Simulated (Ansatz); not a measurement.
# SnH2F (SMILES [F][SnH2]) at USVWN5/def2-TZVPP (core potential)

Aim: the vertical doublet–quartet gap of SnH2F at USVWN5/def2-TZVPP (core potential), from 2 runs. 

The calculation is run with Ansatz 0.2.0.

36 further runs of the same task are left out: 36 set aside as unsound or not needed.

## Step 1: Starting point

The species is SnH2F (4 atoms), meant as a doublet with charge 0. SMILES: `[F][SnH2]`. Geometry: relaxed at PBE0-D4/def2-TZVP.

Bond lengths: F1–Sn2 1.932 Å, Sn2–H3 1.726 Å, Sn2–H4 1.726 Å. Angles: F1–Sn2–H3 103.3°, F1–Sn2–H4 103.3°, H3–Sn2–H4 113.3°.

## Step 2: A single-point energy at USVWN5/def2-TZVPP (core potential)

Input file run.yaml:

```yaml
crystal:
  periodic: [false, false, false]
  atoms:
    - {symbol: F, position_ang: [-1.552600, -0.190000, 0.640700]}
    - {symbol: Sn, position_ang: [0.028300, -0.242200, -0.468300]}
    - {symbol: H, position_ang: [1.184100, -1.054400, 0.524100]}
    - {symbol: H, position_ang: [0.395700, 1.426200, -0.716700]}
basis:
  gaussian:
    orbitals: def2-TZVPP
accuracy: high
output: {orbitals: {seedname: orbitals}}
hamiltonian:
  xc: {name: SVWN5}
magnetization:
  spin_polarized: true
  initial_magnetization: 1
```

Run with:

```bash
$ ansatz run run.yaml --threads 1 --pin off --max-ram 3480MiB --events-out events.jsonl --progress --plain --runs-dir runs
```

The log of the run:

```text
Warning: RAYON_NUM_THREADS=1 ignored (pool sized by the plan → 1); use --threads N
Functional definition: SVWN5
  name "SVWN5"
  exchange = slater_x
  correlation = vwn5_c
1918 factors; integrals over basis functions are off by at most 3.5e-9 eV
mean field evaluation 1: about -8551.9874 eV, gradient 3.0e1 eV
mean field evaluation 2: about -8505.0222 eV, gradient 1.2e2 eV
mean field evaluation 4: about -8554.7510 eV, gradient 5.7e0 eV
mean field evaluation 8: about -8554.8735 eV, gradient 3.6e-1 eV
mean field evaluation 16: about -8554.8739 eV, gradient 1.0e-4 eV
mean field -8554.87393624 eV, -314.3858184551 hartree, gradient 4.2e-8 eV, S^2 0.750811; 0 other end points of the search recorded, 0 dependent functions left out
reference -8554.87394002 eV, -314.3858185939 hartree; 17, 16 occupied and 92, 93 virtual orbitals, 1918 factors
Total energy: -8554.87394002 eV, -314.3858185939 hartree
```

Run time: 5.4 s. Hardware: 1 thread of Arm Neoverse V1, shared host; peak memory 0.27 GiB.

## Step 3: The quartet, same level

Input file in.yaml:

```yaml
basis:
  gaussian: {orbitals: def2-TZVPP}
crystal:
  periodic: [false, false, false]
  atoms:
    - {symbol: F, position_ang: [-1.552600, -0.190000, 0.640700]}
    - {symbol: Sn, position_ang: [0.028300, -0.242200, -0.468300]}
    - {symbol: H, position_ang: [1.184100, -1.054400, 0.524100]}
    - {symbol: H, position_ang: [0.395700, 1.426200, -0.716700]}
magnetization: {spin_polarized: true, initial_magnetization: 3}
hamiltonian: {xc: {name: SVWN5}}
accuracy: high
output: {orbitals: {seedname: orbitals}}
```

Run with:

```bash
$ ansatz run in.yaml --threads 1 --pin off --max-ram 3480MiB --events-out events.jsonl --progress --plain --runs-dir runs
```

The log of the run:

```text
Warning: RAYON_NUM_THREADS=1 ignored (pool sized by the plan → 1); use --threads N
[... 4 set-up lines as earlier in the session ...]
1918 factors; integrals over basis functions are off by at most 3.5e-9 eV
mean field evaluation 1: about -8546.3462 eV, gradient 2.9e1 eV
mean field evaluation 2: about -8458.6090 eV, gradient 1.4e2 eV
mean field evaluation 4: about -8545.7179 eV, gradient 2.6e1 eV
mean field evaluation 8: about -8548.9776 eV, gradient 1.7e-1 eV
mean field evaluation 16: about -8548.9777 eV, gradient 1.1e-4 eV
mean field evaluation 32: about -8547.0277 eV, gradient 5.9e0 eV
mean field evaluation 64: about -8547.5325 eV, gradient 4.7e0 eV
mean field -8548.97772831 eV, -314.1691368100 hartree, gradient 3.6e-8 eV, S^2 3.753771; 6 other end points of the search recorded, 0 dependent functions left out
reference -8548.97773150 eV, -314.1691369274 hartree; 18, 15 occupied and 91, 94 virtual orbitals, 1918 factors
Total energy: -8548.97773150 eV, -314.1691369274 hartree
```

Run time: 8.1 s. Hardware: 1 thread of Arm Neoverse V1, shared host; peak memory 0.3 GiB.

## Step 4: Summary of results

At USVWN5/def2-TZVPP (core potential):

| quantity | value |
| --- | --- |
| doublet: total energy | -314.38582 Eh |
| doublet: HOMO energy (highest over α and β) | -5.65 eV |
| doublet: LUMO energy (lowest over α and β) | -4.80 eV |
| doublet: ⟨S²⟩ | 0.751 |
| quartet: total energy | -314.16914 Eh |
| quartet: HOMO energy (highest over α and β) | -2.56 eV |
| quartet: ⟨S²⟩ | 3.754 |
| vertical energy of the quartet above the doublet | 5.896 eV |

**Reading.** At this shape the quartet lies 5.90 eV (136 kcal/mol) above the doublet.
